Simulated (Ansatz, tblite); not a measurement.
# Closo-2-NB4 (H on N) (B4NH5): a ladder of methods and basis sets

An exercise on one series of results from a longer session: the logs are not shown, and one member is left open.

Method: as each input shows; program: Ansatz 0.2.0, Gaussian basis.

Plan: GFN1-xTB, GFN2-xTB, PBE-D4/def2-TZVP, r2SCAN-D4/def2-TZVP, HF/def2-TZVP, B3LYP-D4/def2-TZVP, LC-ωPBE/def2-TZVP, PBE-D4/def2-SVP, PBE0-D4/def2-SVP, HF/STO-3G, CCSD(T)/def2-TZVP, RPA/def2-TZVP.

2 further runs of the same task are left out: 2 set aside as unsound or not needed.

### The relaxed structure

The singlet was relaxed beforehand with r2SCAN-D4/def2-SVP.

10 atoms, charge 0, spin multiplicity 1.

Bond lengths: B1–B2 1.746 Å, B1–B3 1.608 Å, B1–B4 1.800 Å, B1–N5 1.699 Å, B1–H7 1.195 Å, B2–B4 1.608 Å, B2–N5 1.536 Å, B2–H8 1.192 Å, B3–B4 1.746 Å, B3–N5 1.535 Å, B3–H9 1.192 Å, B4–N5 1.699 Å, B4–H10 1.195 Å, N5–H6 1.023 Å. Angles: B2–B1–B3 99.8°, B2–B1–B4 53.9°, B2–B1–N5 52.9°, B2–B1–H7 114.1°, B3–B1–B4 61.3°, B3–B1–N5 55.2°, B3–B1–H7 139.6°, B4–B1–N5 58.0°, B4–B1–H7 158.5°, N5–B1–H7 132.7°, B1–B2–B4 64.8°, B1–B2–N5 62.0°, B1–B2–H8 136.8°, B4–B2–N5 65.4°, B4–B2–H8 156.7°, N5–B2–H8 128.0°, B1–B3–B4 64.7°, B1–B3–N5 65.4° and more.

PBE0-D4/def2-TZVP was run before; its log isn't repeated, and its numbers join the tables.

The first run:

Tight binding, by tblite at 300 K electronic temperature and without a spin-polarisation term:

```python
tblite.interface.Calculator('GFN1-xTB', numbers, positions, charge=0, uhf=0).singlepoint()
```

Tight binding, by tblite at 300 K electronic temperature and without a spin-polarisation term:

```python
tblite.interface.Calculator('GFN2-xTB', numbers, positions, charge=0, uhf=0).singlepoint()
```

start.molden holds the orbitals of an earlier run on this state, given as this run's starting guess.

Input file in.yaml:

```yaml
crystal:
  periodic: [false, false, false]
  atoms:
    - {symbol: B, position_ang: [0.593185, -0.919968, -0.180112]}
    - {symbol: B, position_ang: [0.738324, 0.716873, -0.769783]}
    - {symbol: B, position_ang: [-0.749987, -0.779500, 0.693368]}
    - {symbol: B, position_ang: [-0.746529, 0.100922, -0.814616]}
    - {symbol: N, position_ang: [0.093646, 0.500334, 0.607294]}
    - {symbol: H, position_ang: [0.215018, 1.146888, 1.391223]}
    - {symbol: H, position_ang: [1.620706, -1.530153, -0.177534]}
    - {symbol: H, position_ang: [1.623565, 1.461491, -1.056634]}
    - {symbol: H, position_ang: [-1.551257, -1.076205, 1.524210]}
    - {symbol: H, position_ang: [-1.836671, 0.379318, -1.217415]}
basis:
  gaussian: {orbitals: def2-TZVP, initial_orbitals: start.molden}
hamiltonian: {xc: pbe, dispersion: d4}
scf: {omitted_lower_state_checks: [starts]}
output: {forces: true, orbitals: {seedname: orbitals}}
```

Command:

```sh
ansatz run in.yaml --threads 2 --pin off --events-out ev --progress --plain --max-ram 4352MiB
```

Steps of the session up to this table: PBE-D4/def2-TZVP; r2SCAN-D4/def2-TZVP; HF/def2-TZVP; B3LYP-D4/def2-TZVP; LC-ωPBE/def2-TZVP; PBE-D4/def2-SVP; PBE0-D4/def2-SVP; HF/STO-3G; CCSD(T)/def2-TZVP; RPA/def2-TZVP.

One of the session's tables, all rows but one given; the rest of the session is left out.

It belongs to the step «Binding energy». 

```
             method  binding an atom (eV)
          HF/STO-3G                 3.805
       HF/def2-TZVP                 2.744
    PBE-D4/def2-SVP                 4.013
   PBE-D4/def2-TZVP                 3.964
r2SCAN-D4/def2-TZVP                 3.885
 B3LYP-D4/def2-TZVP                 3.813
   PBE0-D4/def2-SVP                 3.945
  PBE0-D4/def2-TZVP                 3.889
  LC-ωPBE/def2-TZVP                 3.861
      MP2/def2-TZVP                 3.761
     CCSD/def2-TZVP                 3.561
  CCSD(T)/def2-TZVP                     ?
```

**Question.** Estimate the row for CCSD(T)/def2-TZVP.

As computed: binding an atom (eV): 3.638. In the column «binding an atom (eV)» it lies between CCSD/def2-TZVP (3.561) and MP2/def2-TZVP (3.761).

Caveats from the session: Free atoms were run apart at each level; binding is atoms less cluster, divided by the number of atoms, without zero-point or spin-orbit terms.
